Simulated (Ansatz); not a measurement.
# MoI (P4/mmm) in Ansatz: further runs

One crystal, MoI, is run at these levels: PBE; tasks: relaxation of the atoms.

Everything below comes from runs of Ansatz 0.2.0. Logs are shortened: lines on timing, memory, paths and dates and some standing lists are left out, and cuts for length are marked.

## Step 1: The cell of the first run

The structure is tetragonal, space group P4/mmm (No. 123). The conventional cell has a = 3.478 Å, b = 3.478 Å, c = 5.042 Å, α = 90.00°, β = 90.00°, γ = 90.00°. Mo (site symmetry 4/mmm) has 4 I at 2.46 Å as nearest neighbours. I (site symmetry 4/mmm) has 4 Mo at 2.46 Å as nearest neighbours.

The cell was built by a generator and needn't be a form met in nature.

## Step 2: Relaxation of the atoms, PBE (strained by -4 %)

The input, input.yaml:

```yaml
crystal:
  lattice:
    - [3.4783323072, 0.0, 0.0]
    - [0.0, 3.4783323072, 0.0]
    - [0.0, 0.0, 5.04208141]
  atoms:
    - { symbol: Mo, position: [0.5, 0.5, 0.5] }
    - { symbol: I, position: [0.0, 0.0, 0.5] }
hamiltonian:
  xc: pbe
  pseudopotentials: { kind: paw }
kpoints:
  mp_grid: { grid: [7, 7, 5] }
scf:
  occupations: { method: fermi_dirac, width: 0.05 }
output:
  forces: true
  stress: true
  eigenvalues: true
  write_density: true
  write_potential: true
  elf: true
  volumetric_format: npy
relax:
  f_tol: 0.01
  max_steps: 40
```

Potentials or basis: Ansatz PAW.

On the command line:

```sh
> ansatz run input.yaml --threads 2 --pin off --max-ram 5632MiB --backend cpu --events-out ev --progress --plain --runs-dir out
```

Log:

```text
Warning: output.stress: scf.convergence.dr2_threshold = 1e-7 eV (the SCF's general default) is looser than the 2e-10 eV advised for a printed stress (1e-10 eV for each atom of the cell: 2). What an SCF threshold leaves in a stress goes as its square root, and in the free energy as the threshold itself, and one threshold admits the most on a small cell: of the crystals measured, under no hybrid functional and no lock of the moments, on runs that ended without the residual-converged pass, on stresses that held no estimate of that error, the worst erred by over 100 MPa in a component at 1e-7 eV an atom and by under 5 at 1e-10. Every solve of this run answers to scf.convergence.dr2_threshold, and the tensor of one is reported: a single SCF on the reported geometry and on this run's grids (its basis.xc_grid and basis.ecutrho_ratio typed), with scf.convergence.dr2_threshold at 2e-10 eV or tighter, prints it and tightens no other solve. Else set scf.convergence.dr2_threshold to 2e-10 eV or tighter. The threshold is an SCF's pass mark: one that does not reach it within its budget of iterations ends unconverged, or closes short of it on a stop that the run arms, and scf.convergence.dr2_threshold's page says what that costs each kind of run
Warning: RAYON_NUM_THREADS=2 ignored (pool sized by the plan → 2); use --threads N
Engine: ansatz 0.2.0, aarch64-unknown-linux-gnu
Pseudopotentials: kind: paw
Pseudopotential: Mo, paw, valence charge 14, recommended cutoff 420 eV (normal), Mo.paw.azcp
Pseudopotential: I, paw, valence charge 17, recommended cutoff 420 eV (normal), I.paw.azcp
Functional definition: PBE
  parameter kappa = 0.804
  parameter beta = 0.06672455060314922
  exchange = pbe_x(kappa = kappa, mu = beta*pi^2/3)
  correlation = pbe_c(beta = beta)
Crystal: 2 atoms, lattice volume = 61.003 Å³
Basis set: ecut = 420 eV, 1197 PW (Γ), exchange–correlation on 48×48×72 points (8 copies of the dense FFT grid, shifted against one another)
Bands: 20, of which v1, the nominal top of the filled ones, is band 16 counted from 1 (15 counted from 0)
Symmetry: 16 space group operations
Space group: P4/mmm (ITA 123), of the structure as read, at distance tolerance 3.9e-5 Å
k-points: 30 of 245
Non-local potential: Mo, projectors of the file, l = 0: 3, l = 1: 2, l = 2: 2, l = 3: 1
Non-local potential: I, projectors of the file, l = 0: 2, l = 1: 2, l = 2: 2, l = 3: 2
PAW form: soft (Blöchl's): semilocal exchange-correlation on the pseudo side does not see the compensation charge
PAW one-centre angular grid: Mo, 590 points (default); XC on 64 Gauss nodes
PAW one-centre angular grid: I, 590 points (default); XC on 64 Gauss nodes
Initial density: superposition of atomic densities (neutral atoms: chi_scale 0, normalization atom), corrected by the library's trained network
Initial wavefunctions: pseudopotential atomic-orbital guess
Functional: x = pbe(κ = 0.804, μ = 0.2195149727645171), c = pbe(β = 0.06672455060314922)
SCF iter   1: F=—  HF=-12463.427334 eV  |F-HF|=—  |Δ(HF+E_count)|=         —  Δρ=6.93e-3  dr2=1.40e-2  ethr=1.77e-3  ⟨swp⟩=6.8  Hψ=3329  notcnv=0
preconditioner: auto → LDOS  [metal: Δε(μ)=0.004 eV  Ē_g=8.312 eV  σ=0.050 eV  W_gap=0.02  n_scr=14 (ndim 8)  ℏωp=17.1 eV  f_vac=0.248  D(μ)=6.11/eV (n_scr^D=90)  β→1.0]
SCF iter   2: F=—  HF=-12463.438471 eV  |F-HF|=—  |Δ(HF+E_count)|=   1.11e-2  Δρ=2.65e-3  dr2=3.69e-3  ethr=4.50e-5  ⟨swp⟩=3.2  Hψ=1354  notcnv=0
SCF iter   3: F=—  HF=-12463.439571 eV  |F-HF|=—  |Δ(HF+E_count)|=   1.10e-3  Δρ=2.52e-3  dr2=3.39e-3  ethr=1.19e-5  ⟨swp⟩=2.0  Hψ=1170  notcnv=0
SCF iter   4: F=—  HF=-12463.438933 eV  |F-HF|=—  |Δ(HF+E_count)|=   6.38e-4  Δρ=3.96e-4  dr2=1.20e-4  ethr=1.09e-5  ⟨swp⟩=2.4  Hψ=1062  notcnv=0
SCF iter   5: F=—  HF=-12463.438982 eV  |F-HF|=—  |Δ(HF+E_count)|=   4.89e-5  Δρ=7.80e-5  dr2=4.60e-6  ethr=3.87e-7  ⟨swp⟩=2.0  Hψ=798  notcnv=0
SCF iter   6: F=—  HF=-12463.438993 eV  |F-HF|=—  |Δ(HF+E_count)|=   1.12e-5  Δρ=2.56e-5  dr2=3.49e-7  ethr=1.49e-8  ⟨swp⟩=2.1  Hψ=1053  notcnv=0
SCF iter   7: F=-12463.438994 eV  HF=-12463.438994 eV  |F-HF|=2.10e-8  |Δ(HF+E_count)|=   2.64e-7  Δρ=6.82e-6  dr2=4.40e-8  ethr=3.23e-10  ⟨swp⟩=12.0  Hψ=4733  notcnv=0
SCF 1 converged in 7 iterations: F = -12463.438994 eV  dr2 = 4.40e-8
relax step   1: F+E_penalty+E_count = -12463.43899363 eV  Δ(F+E_penalty+E_count) = +0.000e0 eV  max|allowed force component| = 2.958e-30 eV/Å  Δτ_max = 0.0000 Å  (7 SCF iters, accepted)
SCF converged after 7 iterations
Free energy (F): -12463.438994 eV
Harris-Foulkes:  -12463.438994 eV  (|F-HF|=2.10e-8)
Internal energy: -12463.389604 eV  (E = F + TS)
E sigma→0 (E₀):  -12463.414299 eV
Entropy (-TS):   -0.049390 eV (-24.695 meV/atom)
Fermi energy:    10.069613 eV
--- Per-component energies (eV) ---
  E_band       = -566.597734
  E_kinetic    = 644.859415
  E_local      = -4345.059592  (includes V_loc(G=0)·N_el)
  E_nonlocal   = 59.074341
  E_hartree    = 1999.979444
  E_xc         = -313.337645
  E_vxc        = -360.193826  (∫ρ·V_xc dr)
  E_paw        = -8021.247263  (= ΣΔE_a)
  E_vpaw       = -565.244377  (= ΣTr[D̂ρ^β])
  E_aug_tail   = 0.000038  (compensation charges beyond the density's cutoff)
  E_ewald      = -2487.658342
  E_smearing   = -0.049390  (= −TS)
  E_closure    = -0.000000  (closes the sum)
  Σ components = -12463.438994   (vs F -12463.438994, Δ=0.00e0)
--- Forces (eV/Å), atoms counted from 1 ---
  atom   1  Mo    -0.00000000    -0.00000000     0.00000000
  atom   2  I     -0.00000000    -0.00000000     0.00000000
  max |Σ_I F_I| component: 9.07e-30 eV/Å
--- Stress (GPa, compression-positive) ---
       37.533485       0.000000       0.000000
        0.000000      37.533485       0.000000
        0.000000       0.000000      -2.713808
  P = ⅓ Tr σ = 24.1177 GPa (241.177 kbar)
--- Band table (eV; the first three rows and the last of 30) ---
  k-point 0: bands = ["-50.5437", "-37.5372", "-37.4756", "-37.4583", "-37.4325", "-37.4325", "-25.0734", "-25.0734", "-24.3068", "-6.5819", "4.7867", "5.9258", "6.7995", "6.7995", "8.3412", "8.5201", "9.8817", "9.8817", "13.7463", "15.6829"]
  k-point 1: bands = ["-50.5437", "-37.5372", "-37.4756", "-37.4583", "-37.4325", "-37.4325", "-25.0734", "-25.0734", "-24.3070", "-6.5745", "4.5837", "5.9298", "6.8067", "6.8067", "8.3417", "8.9409", "9.8617", "9.8617", "13.7615", "15.5421"]
  k-point 2: bands = ["-50.5437", "-37.5372", "-37.4756", "-37.4583", "-37.4325", "-37.4325", "-25.0733", "-25.0733", "-24.3073", "-6.5626", "4.3068", "5.9362", "6.8184", "6.8184", "8.3426", "9.6499", "9.8293", "9.8293", "13.8013", "14.9203"]
  k-point 29: bands = ["-50.5313", "-37.5265", "-37.4587", "-37.4572", "-37.4349", "-37.4349", "-25.1916", "-25.1878", "-24.2848", "-5.4812", "3.4463", "3.8519", "5.7307", "8.1907", "8.6926", "10.3393", "10.7256", "12.0517", "12.9913", "14.8615"]
--- Relaxed structure (1 steps of the walk, 1 accepted, 0 SCFs on fresh bases) ---
  F+E_penalty+E_count = -12463.43899363 eV   max|allowed force component| = 2.958e-30 eV/Å
  atoms:
    - { symbol: Mo, position: [0.5, 0.5, 0.49999999999999994] }
    - { symbol: I, position: [0.0, 0.0, 0.49999999999999994] }
```

Run time: 1.6 s. Hardware: 2 threads of Arm Neoverse V2, shared host; peak memory 0.34 GiB.

What came out:

| Item | Value |
| --- | --- |
| Free energy | -12463.4390 eV |
| Pressure after relaxing | 24.1 GPa |
| Band gap on the k mesh | none (metal or under the smearing width) |

Final structure:
```
Mo I
1.0
     3.47833    0.00000    0.00000
     0.00000    3.47833    0.00000
     0.00000    0.00000    5.04208
Mo I
1 1
Direct
  0.50000 0.50000 0.50000
  0.00000 0.00000 0.50000
```

Caveat: the relaxation stopped at its first step, so nothing moved; this functional lacks dispersion, which binds the layers, so the pressure and a relaxed spacing across them are unreliable; an odd number of electrons without spin polarisation forces a metal; a magnetic or distorted state may lie lower; the thresholds are loose for stress.

## Step 3: Relaxation of the atoms, PBE (strained by -2 %)

Changes to input.yaml since step 2:

```diff
@@ -2,4 +2,4 @@
   lattice:
-    - [3.4783323072, 0.0, 0.0]
-    - [0.0, 3.4783323072, 0.0]
+    - [3.5507975636, 0.0, 0.0]
+    - [0.0, 3.5507975636, 0.0]
     - [0.0, 0.0, 5.04208141]
```

Potentials or basis: Ansatz PAW.

On the command line:

```sh
> ansatz run input.yaml --threads 2 --pin off --max-ram 5632MiB --backend cpu --events-out ev --progress --plain --runs-dir out
```

Wall time 1.6 s (2 threads of Arm Neoverse V2, shared host); peak memory 0.34 GiB.

Results (log left out):

```
Free energy             : -12463.9496 eV
Pressure after relaxing : 16.8 GPa
Band gap on the k mesh  : none (metal or under the smearing width)
```

Stress tensor (GPa, compression positive):
```
26.65  0.00  0.00
 0.00 26.65  0.00
 0.00  0.00 -2.81
```

Final structure:
```
Mo I
1.0
     3.55080    0.00000    0.00000
     0.00000    3.55080    0.00000
     0.00000    0.00000    5.04208
Mo I
1 1
Direct
  0.50000 0.50000 0.50000
  0.00000 0.00000 0.50000
```

Levels at points of the mesh, in eV from the Fermi level:
```
           k point  band 14  band 15  band 16  band 17  band 18  band 19
(0.00, 0.00, 0.00)    -3.36    -1.60    -1.42    -0.15    -0.15     3.26
```

Caveat: the relaxation stopped at its first step, so nothing moved; this functional lacks dispersion, which binds the layers, so the pressure and a relaxed spacing across them are unreliable; an odd number of electrons without spin polarisation forces a metal; a magnetic or distorted state may lie lower; the thresholds are loose for stress. The run has no spin-orbit coupling, so splittings on I are missing.

## Step 4: Relaxation of the atoms, PBE (strained by -1 %)

Changes to input.yaml since step 3:

```diff
@@ -2,4 +2,4 @@
   lattice:
-    - [3.5507975636, 0.0, 0.0]
-    - [0.0, 3.5507975636, 0.0]
+    - [3.5870301918, 0.0, 0.0]
+    - [0.0, 3.5870301918, 0.0]
     - [0.0, 0.0, 5.04208141]
```

On the command line:

```sh
> ansatz run input.yaml --threads 2 --pin off --max-ram 5632MiB --backend cpu --events-out ev --progress --plain --runs-dir out
```

It took 1.6 s on 2 threads of Arm Neoverse V2, shared host; peak memory 0.34 GiB.

It converged, with:

```yaml
Free_energy: -12464.1475 eV
Pressure_after_relaxing: 13.8 GPa
Band_gap_on_the_k_mesh: none (metal or under the smearing width)
```

Stress tensor (GPa, compression positive):
```
22.06  0.00  0.00
 0.00 22.06  0.00
 0.00  0.00 -2.84
```

Final structure:
```
Mo I
1.0
     3.58703    0.00000    0.00000
     0.00000    3.58703    0.00000
     0.00000    0.00000    5.04208
Mo I
1 1
Direct
  0.50000 0.50000 0.50000
  0.00000 0.00000 0.50000
```

Levels at points of the mesh, in eV from the Fermi level:
| k point | band 13 | band 14 | band 15 | band 16 | band 17 | band 18 | band 19 | band 20 |
| --- | --- | --- | --- | --- | --- | --- | --- | --- |
| (0.00, 0.00, 0.00) | -3.38 | -3.38 | -1.54 | -1.36 | -0.14 | -0.14 | 3.06 | 5.29 |

Caveat: the relaxation stopped at its first step, so nothing moved; this functional lacks dispersion, which binds the layers, so the pressure and a relaxed spacing across them are unreliable; an odd number of electrons without spin polarisation forces a metal; a magnetic or distorted state may lie lower; the thresholds are loose for stress. The run has no spin-orbit coupling, so splittings on I are missing.

## Step 5: Summary

| cell | gap on the mesh (eV) | pressure (GPa) |
| --- | --- | --- |
| atoms relaxed from: strained by -4 % | none | 24.1 |
| atoms relaxed from: strained by -2 % | none | 16.8 |
| atoms relaxed from: strained by -1 % | none | 13.8 |

Alike in all rows: task relaxation of the atoms; level PBE; potentials or basis Ansatz PAW; no spin polarisation; k mesh 7 × 7 × 5; cutoff (eV) 420; smearing fermi-dirac 0.05 eV.

Caveats: the relaxation stopped at its first step, so nothing moved; this functional lacks dispersion, which binds the layers, so the pressure and a relaxed spacing across them are unreliable; an odd number of electrons without spin polarisation forces a metal; a magnetic or distorted state may lie lower; the thresholds are loose for stress.

Total energies depend on the potentials used, so only differences within one code and one set of settings carry meaning.
